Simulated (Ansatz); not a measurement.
**C₃BN₃O₃: small, medium and large basis sets**

The task here is to estimate one member of a computed series from the others.

Computed with Ansatz 0.2.0, Gaussian basis. Level: one geometry, several basis sets.

The runs, in order: PBE0-D4/def2-SVP; ωB97M-V/def2-SVP; PBE0-D4/def2-QZVPP; ωB97M-V/def2-QZVPP; the functionals' def2-TZVPP values are taken from earlier runs.

## Structure used throughout

The geometry comes from an earlier relaxation with PBE0-D4 in a triple-zeta def2 set; it is a stationary point, not always the lowest conformer.

SMILES `O=C=NB(N=C=O)N=C=O`, 10 atoms, charge 0, spin multiplicity 1.

Atoms are counted from 1 here; the program's logs count them from 0.

Bond lengths: O1–C2 1.158 Å, C2–N3 1.203 Å, N3–B4 1.424 Å, B4–N5 1.424 Å, B4–N8 1.424 Å, N5–C6 1.203 Å, C6–O7 1.158 Å, N8–C9 1.203 Å, C9–O10 1.158 Å. Angles: O1–C2–N3 175.2°, C2–N3–B4 143.0°, N3–B4–N5 120.0°, N3–B4–N8 120.0°, N5–B4–N8 120.0°, B4–N5–C6 142.9°, N5–C6–O7 175.2°, B4–N8–C9 142.9°, N8–C9–O10 175.2°.

Set-up of the first run:

Contents of in.yaml:

```yaml
crystal:
  periodic: [false, false, false]
  atoms:
    - {symbol: O, position_ang: [-0.338379, -0.128367, -3.603428]}
    - {symbol: C, position_ang: [-0.259611, -0.297641, -2.460595]}
    - {symbol: N, position_ang: [-0.193716, -0.570692, -1.290570]}
    - {symbol: B, position_ang: [0.008134, -0.004393, 0.000389]}
    - {symbol: N, position_ang: [0.227681, 1.396054, 0.137273]}
    - {symbol: C, position_ang: [0.430303, 2.261277, 0.948687]}
    - {symbol: O, position_ang: [0.627881, 3.156376, 1.656236]}
    - {symbol: N, position_ang: [-0.010175, -0.838466, 1.154623]}
    - {symbol: C, position_ang: [-0.145687, -1.979297, 1.512674]}
    - {symbol: O, position_ang: [-0.263231, -3.046053, 1.947509]}
basis:
  gaussian: {orbitals: def2-SVP}
hamiltonian: {xc: pbe0, dispersion: d4}
output: {orbitals: {seedname: orbitals}}
```

Launch:

```console
ansatz run in.yaml --threads 2 --pin off --events-out ev --progress --plain --max-ram 20480MiB --backend cpu
```

Steps of the session up to this table: PBE0-D4 in def2-SVP; ωB97M-V in def2-SVP; PBE0-D4 in def2-QZVPP; ωB97M-V in def2-QZVPP.

One table of the session follows, with a row left open; its other results are not shown here.

| functional | basis | HOMO (eV) | LUMO (eV) |
| --- | --- | --- | --- |
| PBE0-D4 | def2-SVP | -9.02 | -1.80 |
| PBE0-D4 | def2-TZVPP | ? | ? |
| PBE0-D4 | def2-QZVPP | -9.19 | -1.96 |
| ωB97M-V | def2-SVP | -11.22 | 0.32 |
| ωB97M-V | def2-TZVPP | -11.41 | 0.17 |
| ωB97M-V | def2-QZVPP | -11.44 | 0.13 |

Estimate the missing values for PBE0-D4, def2-TZVPP.

The run gave: HOMO (eV): -9.16; LUMO (eV): -1.92. In the column «HOMO (eV)» it lies between PBE0-D4, def2-QZVPP (-9.19) and PBE0-D4, def2-SVP (-9.02).
